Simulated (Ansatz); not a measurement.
# C5H10Cl2Si2: ionisation energy by level of theory

An exercise on one series of results from a longer session: the logs are not shown, and one member is left open.

The runs use Ansatz 0.2.0, Gaussian basis; unrestricted cation, the program's frozen cores in correlated methods.

The runs, in order: UKS PBE-D4/def2-TZVPP; UKS r2SCAN-D4/def2-TZVPP; UKS PBE0-D4/def2-TZVPP; UKS B3LYP-D4/def2-TZVPP; UKS wB97X-V/def2-TZVPP; UKS wB97M-V/def2-TZVPP; UKS B2PLYP/def2-TZVPP; UHF-CCSD(T)/def2-TZVPP; UHF-MP2/def2-QZVPP; extrapolation to the limit; then −ε(HOMO) from the neutral's earlier runs with LDA (SPW92), PBE-D4, revPBE-D4, BLYP-D4, r2SCAN-D4, B97M-V, PBE0-D4, B3LYP-D4, r2SCANh-D4, r2SCAN0-D4, HSE06-D4, BHLYP-D4, CAM-B3LYP-D4, LC-ωPBE, ωB97X-V, ωB97M-V.

## The geometry

The geometry comes from an earlier relaxation with PBE0-D4 in a triple-zeta def2 set; it is a stationary point, not always the lowest conformer.

19 atoms, charge 0, spin multiplicity 1.

Atoms are counted from 1 here; the program's logs count them from 0.

Bond lengths: C1–C2 1.330 Å, C1–H10 1.086 Å, C1–H11 1.086 Å, C2–Si3 1.851 Å, C2–H12 1.089 Å, Si3–Cl4 2.072 Å, Si3–C5 1.863 Å, Si3–H13 1.480 Å, C5–Si6 1.861 Å, C5–H14 1.096 Å, C5–H15 1.096 Å, Si6–Cl7 2.067 Å, Si6–C8 1.853 Å, Si6–H16 1.484 Å, C8–C9 1.330 Å, C8–H17 1.089 Å, C9–H18 1.086 Å, C9–H19 1.086 Å. Angles: C2–C1–H10 122.2°, C2–C1–H11 122.1°, H10–C1–H11 115.7°, C1–C2–Si3 124.3°, C1–C2–H12 118.2°, Si3–C2–H12 117.5°, C2–Si3–Cl4 107.8°, C2–Si3–C5 113.6°, C2–Si3–H13 111.1°, Cl4–Si3–C5 107.7°, Cl4–Si3–H13 105.4°, C5–Si3–H13 110.9°, Si3–C5–Si6 117.8°, Si3–C5–H14 105.8°, Si3–C5–H15 108.9°, Si6–C5–H14 108.3°, Si6–C5–H15 108.6°, H14–C5–H15 106.9° and more.

The first run:

Contents of in.yaml:

```yaml
crystal:
  periodic: [false, false, false]
  atoms:
    - {symbol: C, position_ang: [0.479825, 2.401427, -1.698145]}
    - {symbol: C, position_ang: [1.455728, 2.329351, -0.797886]}
    - {symbol: Si, position_ang: [1.836094, 0.824336, 0.209810]}
    - {symbol: Cl, position_ang: [3.676384, 0.098666, -0.408149]}
    - {symbol: C, position_ang: [0.588459, -0.544503, 0.004116]}
    - {symbol: Si, position_ang: [-1.165622, -0.206547, 0.527453]}
    - {symbol: Cl, position_ang: [-1.178847, 0.964065, 2.231189]}
    - {symbol: C, position_ang: [-2.097600, -1.763908, 0.898991]}
    - {symbol: C, position_ang: [-1.608044, -2.984753, 0.703080]}
    - {symbol: H, position_ang: [-0.181387, 1.565077, -1.903212]}
    - {symbol: H, position_ang: [0.292503, 3.302955, -2.274513]}
    - {symbol: H, position_ang: [2.082620, 3.206818, -0.646409]}
    - {symbol: H, position_ang: [2.009173, 1.170455, 1.638160]}
    - {symbol: H, position_ang: [0.968591, -1.385182, 0.596239]}
    - {symbol: H, position_ang: [0.585627, -0.867598, -1.043298]}
    - {symbol: H, position_ang: [-1.883803, 0.582077, -0.503680]}
    - {symbol: H, position_ang: [-3.110521, -1.668422, 1.287467]}
    - {symbol: H, position_ang: [-0.605519, -3.149134, 0.318074]}
    - {symbol: H, position_ang: [-2.185360, -3.879677, 0.917111]}
basis:
  gaussian: {orbitals: def2-TZVPP}
total_charge: 1
magnetization: {spin_polarized: true, initial_magnetization: 1}
hamiltonian: {xc: pbe, dispersion: d4}
```

Among the steps run: Cation, UKS PBE-D4/def2-TZVPP; Cation, UKS r2SCAN-D4/def2-TZVPP; Cation, UKS PBE0-D4/def2-TZVPP; Cation, UKS B3LYP-D4/def2-TZVPP; Cation, UKS wB97X-V/def2-TZVPP; Cation, UKS wB97M-V/def2-TZVPP; Cation, UKS B2PLYP (frozen core)/def2-TZVPP; Cation, UHF-CCSD(T)/def2-TZVPP; Cation, UHF-MP2/def2-QZVPP.

One of the session's tables, all rows but one given; the rest of the session is left out.

For comparison, −ε(HOMO) of the neutral from earlier runs:

```
  functional  −ε(HOMO) (eV)
 LDA (SPW92)           7.19
      PBE-D4           7.04
   revPBE-D4           6.98
     BLYP-D4           6.87
   r2SCAN-D4           7.31
      B97M-V           7.33
     PBE0-D4           8.23
    B3LYP-D4           7.98
  r2SCANh-D4           7.75
  r2SCAN0-D4           8.40
    HSE06-D4              ?
    BHLYP-D4           9.19
CAM-B3LYP-D4           9.55
     LC-ωPBE          10.98
     ωB97X-V          10.58
     ωB97M-V          10.47
```

**Question.** Estimate the row for HSE06-D4.

**Answer.** −ε(HOMO) (eV): 7.83. In the column «−ε(HOMO) (eV)» it lies between r2SCANh-D4 (7.75) and B3LYP-D4 (7.98).
